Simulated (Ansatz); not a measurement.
# BFHI: single points off equilibrium

One table from this session's results is given with a row withheld; the runs are named, their logs left out.

The runs use Ansatz 0.2.0, Gaussian basis; single points in def2-TZVPP.

Cores are frozen in the correlated methods. Filled d shells of the heavier atoms are correlated. Core potentials replace the inner electrons past krypton, and spin-orbit coupling is left out.

### Where the work starts

SMILES `FBI`, 4 atoms, charge 0, spin multiplicity 1.

Atoms are counted from 1 here; the program's logs count them from 0.

Bond lengths: F1–B2 1.265 Å, B2–I3 2.094 Å, B2–H4 1.159 Å. Angles: F1–B2–I3 119.2°, F1–B2–H4 118.2°, I3–B2–H4 122.6°.

As a file:

```
F    -0.2054    0.8978   -0.9938
B    -0.1797    0.0432   -0.0621
I     1.6615   -0.7388    0.5560
H    -1.1836   -0.2546    0.4355
```

Set-up of the first run:

run/in.yaml

```yaml
crystal:
  periodic: [false, false, false]
  atoms:
    - {symbol: F, position_ang: [-0.205400, 0.897800, -0.993800]}
    - {symbol: B, position_ang: [-0.179700, 0.043200, -0.062100]}
    - {symbol: I, position_ang: [1.661500, -0.738800, 0.556000]}
    - {symbol: H, position_ang: [-1.183600, -0.254600, 0.435500]}
basis:
  gaussian: {orbitals: def2-TZVPP}
correlation: {method: ccsd_t}
output: {forces: true}
```

The command line of these runs was not kept.

Among the steps run: CCSD(T)/def2-TZVPP; PBE0-D4/def2-TZVPP; wB97M-V/def2-TZVPP; r2SCAN-D4/def2-TZVPP; PBE-D4/def2-TZVPP; CAM-B3LYP-D4/def2-TZVPP; revPBE-D4/def2-TZVPP.

One of the session's tables, all rows but one given; the rest of the session is left out.

```
      method  RMS force component (eV/Å)  angle to CCSD(T) forces (°)  dipole (D)
     CCSD(T)                       1.029                    reference        0.54
     PBE0-D4                       0.901                          4.8        0.54
     wB97M-V                           ?                            ?           ?
   r2SCAN-D4                       0.964                          4.6        0.51
      PBE-D4                       1.138                          4.0        0.42
CAM-B3LYP-D4                       0.888                          3.0        0.59
   revPBE-D4                       1.231                          4.5        0.42
```

Q: Estimate the row for wB97M-V from the others.

**Answer.** RMS force component (eV/Å): 0.975; angle to CCSD(T) forces (°): 2.5; dipole (D): 0.58. In the column «RMS force component (eV/Å)» it lies between r2SCAN-D4 (0.964) and CCSD(T) (1.029).
